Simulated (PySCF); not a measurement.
# A gas-phase reaction: AlH3O3 + BH3 → AlBH4O3 + H2

Aim: the reaction energy of `[OH][Al]([OH])[OH]` + `B` → `B[O][Al]([OH])[OH]` + `[H][H]`.

Computed with PySCF 2.14.0; each step states its level. No surroundings beyond the atoms listed, unless a continuum is named. Atoms count from 0, parts from 1.

## 1. The system as given

Each species was relaxed by itself at PBE0-D3(BJ)/def2-SVPD.

## 2. Energies of the species: wB97M-D3(BJ)/def2-TZVPD

Job settings and geometry (Å):

```
{"job": {"kind": "react", "xc": "wB97M-D3(BJ)", "basis": "def2-TZVPD"}, "charge": 0, "multiplicity": 1}
-1 AlH3O3 charge 0 multiplicity 1
O     -0.072700    -0.094030     1.704760
Al     0.016480     0.011990     0.006910
O      1.451780    -0.424960    -0.800420
O     -1.329540     0.554280    -0.885320
H     -0.844040     0.137790     2.221500
H      2.242070    -0.737870    -0.360530
H     -1.344220     0.643630    -1.837960

-1 BH3 charge 0 multiplicity 1
B      0.002920    -0.000330    -0.000630
H     -0.698940     0.893410     0.397290
H     -0.371530    -1.141780     0.080740
H      1.079330     0.247420    -0.479880

+1 AlBH4O3 charge 0 multiplicity 1
O     -0.806930     2.108750     0.430640
Al    -0.598900     0.589560    -0.297560
O     -1.527280     0.149740    -1.651780
O      0.551670    -0.453120     0.372240
B      1.486210    -1.251160     0.892580
H     -1.436030     2.763020     0.127620
H     -1.478660    -0.681020    -2.122950
H      1.183840    -2.039930     1.764170
H      2.627860    -1.185100     0.485200

+1 H2 charge 0 multiplicity 1
H      0.379970    -0.012190    -0.010280
H     -0.379970     0.012190     0.010280
```

Method: wB97M-D3(BJ)/def2-TZVPD reaction energy of separated species, gas phase.

Launch:

```console
$ OMP_NUM_THREADS=1 python cluster_run.py task.json out
```

One launch serves the whole session: the jobs run in the order shown.

The program printed:

```text
species 1 (AlH3O3)
coarse grid: 29312 points
cycle   1  E = -470.0490715089  dE =  2.232e-01  |g| = 1.141e+00  |ddm| = 2.266e+00
cycle   2  E = -470.0054964533  dE =  4.358e-02  |g| = 1.316e+00  |ddm| = 1.737e+00
cycle   3  E = -470.2875680661  dE = -2.821e-01  |g| = 4.392e-02  |ddm| = 8.864e-01
cycle   4  E = -470.2881914707  dE = -6.234e-04  |g| = 1.159e-02  |ddm| = 5.477e-02
cycle   5  E = -470.2882583022  dE = -6.683e-05  |g| = 2.139e-03  |ddm| = 2.040e-02
cycle   6  E = -470.2882619933  dE = -3.691e-06  |g| = 6.096e-04  |ddm| = 4.325e-03
final grid: 61632 points
cycle   7  E = -470.2882696977  dE = -2.746e-07  |g| = 2.865e-04  |ddm| = 2.614e-03
cycle   8  E = -470.2882697312  dE = -3.347e-08  |g| = 2.426e-04  |ddm| = 5.344e-04
cycle   9  E = -470.2882697429  dE = -1.174e-08  |g| = 6.973e-05  |ddm| = 1.634e-04
cycle  10  E = -470.2882697462  dE = -3.233e-09  |g| = 2.190e-05  |ddm| = 1.600e-04
cycle  11  E = -470.2882697464  dE = -2.673e-10  |g| = 5.536e-06  |ddm| = 4.678e-05
converged SCF energy = -470.2882697464

species 2 (BH3)
coarse grid: 12600 points
cycle   1  E = -26.6116433142  dE = -2.473e-01  |g| = 9.646e-02  |ddm| = 1.124e+00
cycle   2  E = -26.6159512064  dE = -4.308e-03  |g| = 2.770e-02  |ddm| = 1.104e-01
cycle   3  E = -26.6162769953  dE = -3.258e-04  |g| = 8.166e-03  |ddm| = 3.407e-02
cycle   4  E = -26.6163112051  dE = -3.421e-05  |g| = 8.495e-04  |ddm| = 1.283e-02
cycle   5  E = -26.6163118036  dE = -5.985e-07  |g| = 1.189e-04  |ddm| = 1.678e-03
final grid: 27328 points
cycle   6  E = -26.6163029855  dE = -1.523e-08  |g| = 4.097e-05  |ddm| = 3.201e-04
cycle   7  E = -26.6163029867  dE = -1.206e-09  |g| = 1.212e-05  |ddm| = 6.681e-05
cycle   8  E = -26.6163029869  dE = -1.301e-10  |g| = 3.916e-06  |ddm| = 1.956e-05
converged SCF energy = -26.6163029869

species 3 (AlBH4O3)
coarse grid: 36960 points
cycle   1  E = -495.5385056201  dE =  3.739e-01  |g| = 1.148e+00  |ddm| = 2.990e+00
cycle   2  E = -495.4846355504  dE =  5.387e-02  |g| = 1.347e+00  |ddm| = 1.963e+00
cycle   3  E = -495.7809777780  dE = -2.963e-01  |g| = 4.710e-02  |ddm| = 9.534e-01
cycle   4  E = -495.7817402681  dE = -7.625e-04  |g| = 2.366e-02  |ddm| = 1.083e-01
cycle   5  E = -495.7818418929  dE = -1.016e-04  |g| = 1.358e-02  |ddm| = 2.850e-02
cycle   6  E = -495.7818775107  dE = -3.562e-05  |g| = 1.835e-03  |ddm| = 1.183e-02
cycle   7  E = -495.7818790822  dE = -1.571e-06  |g| = 3.472e-04  |ddm| = 3.346e-03
final grid: 78216 points
cycle   8  E = -495.7819184870  dE = -1.693e-07  |g| = 1.693e-04  |ddm| = 8.080e-03
cycle   9  E = -495.7819185005  dE = -1.351e-08  |g| = 8.140e-05  |ddm| = 1.313e-03
cycle  10  E = -495.7819185024  dE = -1.984e-09  |g| = 4.314e-05  |ddm| = 1.889e-04
cycle  11  E = -495.7819185032  dE = -7.302e-10  |g| = 1.972e-05  |ddm| = 1.249e-04
converged SCF energy = -495.7819185032

species 4 (H2)
coarse grid: 4944 points
cycle   1  E = -1.1694181892  dE = -2.751e-01  |g| = 9.864e-03  |ddm| = 4.504e-01
cycle   2  E = -1.1694524324  dE = -3.424e-05  |g| = 1.161e-03  |ddm| = 9.676e-03
cycle   3  E = -1.1694531146  dE = -6.822e-07  |g| = 1.815e-04  |ddm| = 1.918e-03
final grid: 10744 points
cycle   4  E = -1.1694518818  dE = -2.403e-08  |g| = 4.111e-05  |ddm| = 3.868e-04
cycle   5  E = -1.1694518831  dE = -1.268e-09  |g| = 9.621e-06  |ddm| = 9.168e-05
cycle   6  E = -1.1694518831  dE = -7.516e-11  |g| = 3.020e-07  |ddm| = 2.870e-05
converged SCF energy = -1.1694518831

Reaction energy = -29.729 kcal/mol
```

It took 46 s on 1 thread of Arm Neoverse N1, shared host; peak memory 0.81 GiB.

Species by species (with the dispersion term, which the log's SCF energies lack):

```
 ν             species  energy (Eh)  HOMO (eV)
-1  [OH][Al]([OH])[OH]   -470.29258     -11.67
-1                   B    -26.61783     -12.37
+1  B[O][Al]([OH])[OH]   -495.78812     -10.36
+1              [H][H]     -1.16967     -14.48
```

## 3. Energies of the species: PBE0-D3(BJ)/def2-TZVPD

The job, as its differences from that of step 2:

```diff
@@ -1,2 +1,2 @@
-{"job": {"kind": "react", "xc": "wB97M-D3(BJ)", "basis": "def2-TZVPD"}, "charge": 0, "multiplicity": 1}
+{"job": {"kind": "react", "xc": "PBE0", "basis": "def2-TZVPD", "disp": "d3bj"}, "charge": 0, "multiplicity": 1}
 -1 AlH3O3 charge 0 multiplicity 1
```

Level: PBE0-D3(BJ)/def2-TZVPD reaction energy of separated species, gas phase.

The program printed:

```text
species 1 (AlH3O3)
coarse grid: 6744 points
cycle   1  E = -469.5498364734  dE =  3.660e-01  |g| = 1.285e+00  |ddm| = 2.376e+00
cycle   2  E = -469.0249844013  dE =  5.249e-01  |g| = 2.105e+00  |ddm| = 2.469e+00
cycle   3  E = -469.8409935458  dE = -8.160e-01  |g| = 7.186e-02  |ddm| = 1.639e+00
cycle   4  E = -469.8420155336  dE = -1.022e-03  |g| = 1.521e-02  |ddm| = 6.230e-02
cycle   5  E = -469.8420591244  dE = -4.359e-05  |g| = 2.944e-03  |ddm| = 1.845e-02
cycle   6  E = -469.8420606150  dE = -1.491e-06  |g| = 9.096e-04  |ddm| = 2.538e-03
final grid: 61632 points
cycle   7  E = -469.8422588820  dE = -3.075e-05  |g| = 7.055e-03  |ddm| = 2.864e-02
cycle   8  E = -469.8422477985  dE =  1.108e-05  |g| = 1.067e-02  |ddm| = 1.065e-02
cycle   9  E = -469.8422666995  dE = -1.890e-05  |g| = 3.149e-04  |ddm| = 7.016e-03
cycle  10  E = -469.8422667136  dE = -1.418e-08  |g| = 1.225e-04  |ddm| = 2.507e-04
cycle  11  E = -469.8422667159  dE = -2.276e-09  |g| = 4.677e-05  |ddm| = 1.043e-04
cycle  12  E = -469.8422667163  dE = -3.758e-10  |g| = 6.440e-06  |ddm| = 3.378e-05
converged SCF energy = -469.8422667163

species 2 (BH3)
coarse grid: 2952 points
cycle   1  E = -26.5640083243  dE = -2.475e-01  |g| = 8.208e-02  |ddm| = 1.102e+00
cycle   2  E = -26.5663712329  dE = -2.363e-03  |g| = 2.618e-02  |ddm| = 1.220e-01
cycle   3  E = -26.5665935938  dE = -2.224e-04  |g| = 1.029e-02  |ddm| = 3.110e-02
cycle   4  E = -26.5666288208  dE = -3.523e-05  |g| = 4.263e-04  |ddm| = 8.933e-03
cycle   5  E = -26.5666288887  dE = -6.790e-08  |g| = 1.340e-05  |ddm| = 6.949e-04
final grid: 27328 points
cycle   6  E = -26.5657316579  dE = -9.865e-06  |g| = 2.074e-03  |ddm| = 1.724e-02
cycle   7  E = -26.5657324053  dE = -7.474e-07  |g| = 1.295e-03  |ddm| = 2.571e-03
cycle   8  E = -26.5657329502  dE = -5.450e-07  |g| = 3.117e-05  |ddm| = 1.121e-03
cycle   9  E = -26.5657329506  dE = -3.717e-10  |g| = 3.439e-06  |ddm| = 3.439e-05
converged SCF energy = -26.5657329506

species 3 (AlBH4O3)
coarse grid: 8448 points
cycle   1  E = -495.0020589667  dE =  4.381e-01  |g| = 1.270e+00  |ddm| = 3.253e+00
cycle   2  E = -494.4543092445  dE =  5.477e-01  |g| = 2.121e+00  |ddm| = 2.740e+00
cycle   3  E = -495.2843156868  dE = -8.300e-01  |g| = 9.071e-02  |ddm| = 1.765e+00
cycle   4  E = -495.2855399449  dE = -1.224e-03  |g| = 5.676e-02  |ddm| = 1.184e-01
cycle   5  E = -495.2860886110  dE = -5.487e-04  |g| = 1.675e-02  |ddm| = 4.920e-02
cycle   6  E = -495.2861362099  dE = -4.760e-05  |g| = 2.622e-03  |ddm| = 1.319e-02
cycle   7  E = -495.2861376995  dE = -1.490e-06  |g| = 5.368e-04  |ddm| = 3.268e-03
final grid: 78216 points
cycle   8  E = -495.2869327795  dE = -4.329e-05  |g| = 8.140e-03  |ddm| = 1.169e-01
cycle   9  E = -495.2869177525  dE =  1.503e-05  |g| = 1.241e-02  |ddm| = 1.276e-02
cycle  10  E = -495.2869436284  dE = -2.588e-05  |g| = 6.604e-04  |ddm| = 7.918e-03
cycle  11  E = -495.2869437063  dE = -7.792e-08  |g| = 2.967e-04  |ddm| = 7.189e-04
cycle  12  E = -495.2869437215  dE = -1.515e-08  |g| = 1.015e-04  |ddm| = 2.597e-04
cycle  13  E = -495.2869437233  dE = -1.830e-09  |g| = 1.982e-05  |ddm| = 9.576e-05
cycle  14  E = -495.2869437234  dE = -8.197e-11  |g| = 2.385e-06  |ddm| = 2.251e-05
converged SCF energy = -495.2869437234

species 4 (H2)
coarse grid: 1240 points
cycle   1  E = -1.1670625696  dE = -2.327e-01  |g| = 2.266e-02  |ddm| = 4.588e-01
cycle   2  E = -1.1672500044  dE = -1.874e-04  |g| = 3.233e-03  |ddm| = 1.896e-02
cycle   3  E = -1.1672544602  dE = -4.456e-06  |g| = 9.769e-05  |ddm| = 2.761e-03
final grid: 10744 points
cycle   4  E = -1.1681370181  dE = -1.925e-06  |g| = 2.736e-04  |ddm| = 1.566e-03
cycle   5  E = -1.1681370463  dE = -2.821e-08  |g| = 3.985e-05  |ddm| = 2.445e-04
cycle   6  E = -1.1681370469  dE = -6.303e-10  |g| = 1.255e-06  |ddm| = 3.098e-05
converged SCF energy = -1.1681370469

Reaction energy = -30.015 kcal/mol
```

Wall time 25 s (1 thread of Arm Neoverse N1, shared host); peak memory 0.65 GiB.

Reaction energy at this level: -30.02 kcal/mol.

## 4. Side by side

Energies in kcal/mol, with wall time:

```
                    run  reaction  time
wB97M-D3(BJ)/def2-TZVPD    -29.73  46 s
 PBE0-D3(BJ)/def2-TZVPD    -30.02  25 s
```

## 5. Summary of results

| quantity | value |
| --- | --- |
| reaction energy (wB97M-D3(BJ)/def2-TZVPD) | -29.73 kcal/mol |
| ΔH, ΔG at 298 K (xTB thermal terms) | -32.6, -31.8 kcal/mol |
| range of the reaction energy over the runs of this table | -30.02 to -29.73 kcal/mol |

The reaction is exothermic by 32.6 kcal/mol in the gas phase; dispersion gives -0.36, and xTB itself gave -20.37 for the electronic energy (xTB energies and thermal terms come from the earlier relaxation of each species, not shown). No barrier was sought. The reaction energy runs from -30.02 (PBE0-D3(BJ)/def2-TZVPD) to -29.73 kcal/mol (wB97M-D3(BJ)/def2-TZVPD).
